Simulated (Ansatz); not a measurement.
Write a Python script for the Ansatz DFT code, driven from Python that makes a geometry optimisation of AlH₅O₃Si, SMILES [OH][Al]([OH])[O][SiH3]. Level of theory: PBE0, def2-SVP basis, multiplicity 1.

`alh5o3si.xyz`
```text
10

O     0.02980    1.26310   -2.13010
Al    0.69690    0.02110   -1.04840
O     2.41420    0.15670   -0.51660
O    -0.26800   -1.35860   -0.46280
Si   -1.05580   -0.82720    0.98610
H    -0.38390    2.00140   -1.52010
H     2.43100    0.68400    0.33860
H    -1.85370    0.38380    0.74610
H    -1.91170   -1.86700    1.58780
H    -0.01580   -0.50840    2.02230
```

`opt_alh5o3si.py`:
```python
import itertools

import ansatz as az
from ase.data import atomic_numbers, covalent_radii
import numpy as np

BASIS_SET = "def2-SVP"
XC = "PBE0"


def main() -> None:
    geometry = az.Crystal.molecule_from_extxyz("alh5o3si.xyz")

    job = (
        geometry.calculation()
        .basis(gaussian=BASIS_SET)
        .functional(XC)
    )
    symbols = [site.symbol for site in geometry.cartesian_sites]
    start = np.array([site.position_ang for site in geometry.cartesian_sites], dtype=float)
    data = job.relax(force_tolerance=0.02, max_steps=100).run().report
    end = np.array(data["positions_ang"])

    for key in ("converged", "free_energy_ev", "reference_energy_ev", "n_frozen", "n_occupied", "n_virtual"):
        print(f"{key:22s} {data[key]}")

    radius = [covalent_radii[atomic_numbers[s]] for s in symbols]
    span = lambda where, i, j: np.linalg.norm(where[i] - where[j])
    bonded = [(i, j) for i, j in itertools.combinations(range(len(symbols)), 2) if min(span(start, i, j), span(end, i, j)) < 1.2 * (radius[i] + radius[j])]
    print("pair        before    after (A)")
    for i, j in bonded:
        print(f"{symbols[i]}{i}-{symbols[j]}{j}".ljust(10), f"{span(start, i, j):8.4f} {span(end, i, j):8.4f}")

    charges = data["charge_distribution"]
    dipole = np.array(charges["dipole_moment_e_ang"]) * 4.803205
    print("dipole (D): {:.3f} {:.3f} {:.3f}, length {:.3f}".format(*dipole, np.linalg.norm(dipole)))
    print("atom  Mulliken   Lowdin")
    for symbol, m, l in zip(symbols, charges["mulliken_charges_e"], charges["lowdin_charges_e"]):
        print(f"{symbol:4s} {m:9.3f} {l:8.3f}")


if __name__ == "__main__":
    main()
```

```console
$ python opt_alh5o3si.py
converged              True
free_energy_ev         -20679.899301076835
reference_energy_ev    -20679.899301076835
n_frozen               0
n_occupied             [28, 28]
n_virtual              [75, 75]
pair        before    after (A)
O0-Al1       1.7770   1.6906
O0-H5        1.0432   0.9571
Al1-O2       1.8029   1.6907
Al1-O3       1.7826   1.6939
O2-H6        1.0048   0.9571
O3-Si4       1.7327   1.6427
Si4-H7       1.4700   1.4956
Si4-H8       1.4751   1.4951
Si4-H9       1.5023   1.4957
dipole (D): -1.037 -0.653 1.101, length 1.647
atom  Mulliken   Lowdin
O       -0.476    0.056
Al       0.944   -0.032
O       -0.476    0.055
O       -0.637   -0.054
Si       0.586    0.305
H        0.194   -0.017
H        0.194   -0.017
H       -0.110   -0.099
H       -0.110   -0.099
H       -0.110   -0.099
```

What to keep in mind:
- Total energies depend on the basis set; only differences at equal settings carry meaning.
- The end point is the stationary point reached from this start; no frequency run checks that it is a minimum, and the basis set is modest.
- The Löwdin charges here are taken after orthogonalising the functions within each atom; they differ from plain Löwdin charges, and their signs can be unphysical.
- The whole script took 56 s on 1 thread of Arm Neoverse V1, with other jobs on the host, peak memory 0.3 GiB.
